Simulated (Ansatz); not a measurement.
# Cr2TeSe (P-6m2) in Ansatz: single point with PBE

Aim: the single point of Cr2TeSe with PBE.

Program: Ansatz 0.2.0. These are calculated values, not measurements. Logs are shortened: lines on timing, memory, paths and dates and some standing lists are left out, and cuts for length are marked.

## (1) Starting point

The structure is hexagonal, space group P-6m2 (No. 187). The conventional cell has a = 3.961 Å, b = 3.961 Å, c = 6.338 Å, α = 90.00°, β = 90.00°, γ = 120.00°. Around Te (site symmetry -6m2) lie 6 Cr at 2.83 Å. Around Se (site symmetry -6m2) lie 6 Cr at 2.74 Å. Cr (site symmetry 3m) has 3 Se at 2.74 Å and 3 Te at 2.83 Å and 1 Cr at 3.01 Å as nearest neighbours.

The cell comes from a database or a generator and needn't be the stable form of this composition.

## (2) Single point, PBE, collinear spin, ferromagnetic start

input.yaml reads:

```yaml
crystal:
  lattice:
    - [3.9613896758, 0.0, 0.0]
    - [-1.9806948379, 3.4306640936, 0.0]
    - [0.0, 0.0, 6.337775]
  atoms:
    - { symbol: Te, position: [0.0, 0.0, 0.5] }
    - { symbol: Se, position: [0.3333333333, 0.6666666667, 0.0] }
    - { symbol: Cr, position: [0.6666666667, 0.3333333333, 0.762254], spin: 4.5 }
    - { symbol: Cr, position: [0.6666666667, 0.3333333333, 0.237746], spin: 4.5 }
hamiltonian:
  xc: pbe
  pseudopotentials: { kind: paw }
magnetization:
  spin_polarized: true
kpoints:
  mp_grid: { grid: [8, 8, 4] }
scf:
  occupations: { method: fermi_dirac, width: 0.05 }
output:
  forces: true
  stress: true
  eigenvalues: true
  write_density: true
  write_potential: true
  elf: true
  volumetric_format: npy
```

Potentials or basis: Ansatz PAW.

On the command line:

```bash
ansatz run input.yaml --threads 2 --pin off --max-ram 5120MiB --backend cpu --events-out ev --progress --plain --runs-dir out
```

The log of the run:

```text
Warning: RAYON_NUM_THREADS=2 ignored (pool sized by the plan → 2); use --threads N
Engine: ansatz 0.2.0, aarch64-unknown-linux-gnu
Pseudopotentials: kind: paw
Pseudopotential: Te, paw, valence charge 16, recommended cutoff 420 eV (normal), Te.paw.azcp
Pseudopotential: Se, paw, valence charge 16, recommended cutoff 420 eV (normal), Se.paw.azcp
Pseudopotential: Cr, paw, valence charge 14, recommended cutoff 420 eV (normal), Cr.paw.azcp
Functional definition: PBE
  parameter kappa = 0.804
  parameter beta = 0.06672455060314922
  exchange = pbe_x(kappa = kappa, mu = beta*pi^2/3)
  correlation = pbe_c(beta = beta)
Crystal: 4 atoms, lattice volume = 86.132 Å³
Basis set: ecut = 420 eV, 1725 PW (Γ), exchange–correlation on 54×54×90 points (8 copies of the dense FFT grid, shifted against one another)
Bands: 42, of which v1, the nominal top of the filled ones, is band 30 counted from 1 (29 counted from 0)
Symmetry: 12 space group operations
Space group: P-6m2 (ITA 187), of the structure as read, at distance tolerance 4.4e-5 Å
Magnetic group: BNS 187.209 (UNI 1439), of the structure as read, at distance tolerance 4.4e-5 Å
k-points: 30 of 256 (time reversal used)
Non-local potential: Te, projectors of the file, l = 0: 2, l = 1: 2, l = 2: 2, l = 3: 2
Non-local potential: Se, projectors of the file, l = 0: 2, l = 1: 2, l = 2: 3, l = 3: 1
Non-local potential: Cr, projectors of the file, l = 0: 3, l = 1: 2, l = 2: 3, l = 3: 1
PAW form: soft (Blöchl's): semilocal exchange-correlation on the pseudo side does not see the compensation charge
PAW one-centre angular grid: Te, 590 points (default); XC on 64 Gauss nodes
PAW one-centre angular grid: Se, 590 points (default); XC on 64 Gauss nodes
PAW one-centre angular grid: Cr, 590 points (default); XC on 64 Gauss nodes
Initial density: superposition of atomic densities (chi_scale 0.1, normalization cell, long waves kept (reshape's long-wave potential 0.15 eV rms))
Starting moments: Σ|m| = 9 μB on 2 of 4 sites
Initial wavefunctions: pseudopotential atomic-orbital guess
[... 21 lines left out ...]
WARN: an SCF from antiferromagnetic starting moments (0.00, 0.00, -4.50, 4.50 Bohr magnetons, atom by atom) was not made, by what the run has read of turns of its moments that order reads lower: the deck asks for what bars it, or types moments that do (magnetization.spin_polarized, in the input reference, names some of the keys), or the run goes by scf.lower_state_search: light, the default, which as a rule tries one only behind a close that has lost an order of both signs, or on which an open d or half-filled 4f shell of a PAW file has lost a moment that was set nearer to Hund's than to what is left; or, under a Hubbard U, one that names an f shell that the input leaves bare beside given moments, or a larger moment for a shell of low spin that is given one. standard, with a start from the atoms, tries one behind each close (in a relaxation, ahead of its steps or at their end). To set out from that order, type those moments (crystal.atoms[].spin; where shells were raised to Hund's moment, beside crystal.symmetry.detect: false) under scf.lower_state_search: light. The bands of the close that named these starting moments, or of the one ahead of a search that led to it (under cold or Methfessel-Paxton smearing those of the Gaussian ahead of it) read a cost of -59.94 meV for the turn to them, carried on from a small turn (-59.94 by the pairs of d shells alone)
SCF converged after 13 iterations
Magnetization: 7.8561 μB (33.9281 up, 26.0719 down)
Absolute magnetization: 8.2995 μB (∫|ρ↑−ρ↓|, with the PAW one-centre terms)
Spin contamination: 0.1551 ħ² per cell (⟨S²⟩ above its minimum at these occupations)
Per-site moments (μB) at R_I (Å): [(-0.10772716947631136, 1.166249815966089), (-0.07178531643812334, 1.1297724627879535), (3.614822931708473, 1.1297724627879535), (3.6148229317084706, 1.1297724627879535)]
Free energy (F): -19205.022352 eV
Harris-Foulkes:  -19205.022352 eV  (|F-HF|=2.76e-10)
Internal energy: -19205.009465 eV  (E = F + TS)
E sigma→0 (E₀):  -19205.015908 eV
Entropy (-TS):   -0.012887 eV (-3.222 meV/atom)
Fermi energy:    11.748219 eV
--- Per-component energies (eV) ---
  E_band       = -1057.338061
  E_kinetic    = 983.408938
  E_local      = -6684.287541  (includes V_loc(G=0)·N_el)
  E_nonlocal   = -733.326433
  E_hartree    = 3293.921053
  E_xc         = -504.030452
  E_vxc        = -553.479950  (∫ρ·V_xc dr)
  E_paw        = -8975.859128  (= ΣΔE_a)
  E_vpaw       = -657.496223  (= ΣTr[D̂ρ^β])
  E_aug_tail   = 0.000076  (compensation charges beyond the density's cutoff)
  E_ewald      = -6584.835978
  E_smearing   = -0.012887  (= −TS)
  E_closure    = -0.000000  (closes the sum)
  Σ components = -19205.022352   (vs F -19205.022352, Δ=0.00e0)
--- Forces (eV/Å), atoms counted from 1 ---
  atom   1  Te     0.00000000    -0.00000000    -0.00000000
  atom   2  Se    -0.00000000    -0.00000000     0.00000000
  atom   3  Cr    -0.00000000     0.00000000     0.00376212
  atom   4  Cr    -0.00000000     0.00000000    -0.00376212
  max |Σ_I F_I| component: 3.54e-17 eV/Å
--- Stress (GPa, compression-positive) ---
       -0.783609       0.000000      -0.000000
       -0.000000      -0.783609      -0.000000
       -0.000000      -0.000000      -0.950360
  P = ⅓ Tr σ = -0.8392 GPa (-8.392 kbar)
--- Band table (eV; the first three rows and the last of 60) ---
  k-point 0 ↑: bands = ["-61.2387", "-61.2340", "-36.5674", "-36.5674", "-36.5627", "-36.5627", "-36.5562", "-32.6664", "-32.6294", "-32.6294", "-32.6237", "-32.6237", "-32.6058", "-25.5929", "-25.5929", "-25.5887", "-25.5887", "-25.5759", "-2.4784", "-0.5519", "5.1403", "7.7305", "7.7305", "8.9373", "9.6406", "9.6406", "9.8611", "9.8611", "10.4436", "10.4436", "10.5535", "10.5535", "10.6151", "11.3505", "13.0867", "13.3905", "13.3905", "14.7270", "17.0672", "17.0672", "19.6675", "19.6675"]
  k-point 1 ↑: bands = ["-61.2383", "-61.2344", "-36.5674", "-36.5674", "-36.5627", "-36.5627", "-36.5562", "-32.6599", "-32.6288", "-32.6288", "-32.6243", "-32.6243", "-32.6123", "-25.5929", "-25.5929", "-25.5887", "-25.5887", "-25.5759", "-2.3933", "-0.7452", "5.7204", "7.8773", "7.8773", "8.6473", "9.2387", "9.2387", "9.7254", "9.7254", "9.8699", "10.2158", "10.2158", "10.9839", "11.3997", "11.3997", "13.1750", "13.1750", "14.0346", "15.2916", "17.2052", "17.2052", "18.6195", "18.6195"]
  k-point 2 ↑: bands = ["-61.2378", "-61.2349", "-36.5674", "-36.5674", "-36.5627", "-36.5627", "-36.5562", "-32.6508", "-32.6280", "-32.6280", "-32.6250", "-32.6250", "-32.6215", "-25.5929", "-25.5929", "-25.5887", "-25.5887", "-25.5759", "-2.2900", "-0.9482", "7.0952", "7.1852", "8.1409", "8.1409", "8.7160", "8.7160", "9.8833", "9.8917", "9.8917", "10.0224", "10.0224", "10.5299", "12.1241", "12.1241", "12.7489", "12.7489", "14.8088", "15.8500", "17.6755", "17.6755", "17.6872", "17.6872"]
  k-point 29 ↓: bands = ["-57.5282", "-57.5252", "-36.5762", "-36.5761", "-36.5706", "-36.5705", "-36.5662", "-29.0107", "-28.9788", "-28.9635", "-28.9610", "-28.9587", "-28.9569", "-25.6134", "-25.6118", "-25.6080", "-25.6071", "-25.5978", "-1.6842", "0.1737", "6.4008", "6.4721", "7.2721", "7.3372", "8.8312", "8.8811", "12.7431", "13.0591", "13.3454", "13.5495", "13.6959", "13.8011", "13.9431", "14.1385", "15.1415", "15.2666", "15.8235", "16.5911", "17.2177", "18.2226", "19.3441", "19.5010"]
```

rho_z.tsv:

```text
# z_ang	rho[e/angstrom^3]	rho_spin[e/angstrom^3]
# format = ansatz-planar-average/11
# lattice	3.961389676	0.000000000	0.000000000
# lattice	-1.980694838	3.430664094	0.000000000
# lattice	0.000000000	0.000000000	6.337775000
# sites	4
# site	52	0.000000000	-0.000000000	3.168887500
# site	34	0.000000000	2.287109396	0.000000000
# site	24	1.980694838	1.143554698	4.830994345
# site	24	1.980694838	1.143554698	1.506780655
0.000000	1.475996e0	3.687884e-3
0.140839	1.288019e0	4.652893e-3
0.281679	8.932345e-1	7.731615e-3
0.422518	5.591167e-1	1.370879e-2
0.563358	3.751649e-1	2.371525e-2
0.704197	3.067133e-1	3.988336e-2
[... 37 lines left out ...]
6.056096	8.932345e-1	7.731615e-3
6.196936	1.288019e0	4.652893e-3
```

Wall time 16 s (2 threads of Arm Neoverse V2, shared host); peak memory 0.47 GiB.

What came out:

```
Free energy            : -19205.0224 eV
Pressure               : -0.8 GPa
Largest force          : 0.004 eV/Å
Band gap on the k mesh : none (metal or under the smearing width)
Net moment             : 7.86 μB per cell
Absolute moment        : 8.30 μB per cell
Site moments           : Te -0.11; Se -0.07; Cr +3.61 μB
```

Forces in eV/Å, atoms in the order of the input:
```
Te   0.000  0.000  0.000
Se   0.000  0.000  0.000
Cr   0.000  0.000  0.004
Cr   0.000  0.000 -0.004
```

Stress tensor (GPa, compression positive):
```
-0.78  0.00  0.00
 0.00 -0.78  0.00
 0.00  0.00 -0.95
```

Caveat: the magnetic or orbital state may not be the lowest; only a ferromagnetic start was run, and an antiferromagnetic order may lie lower in energy.
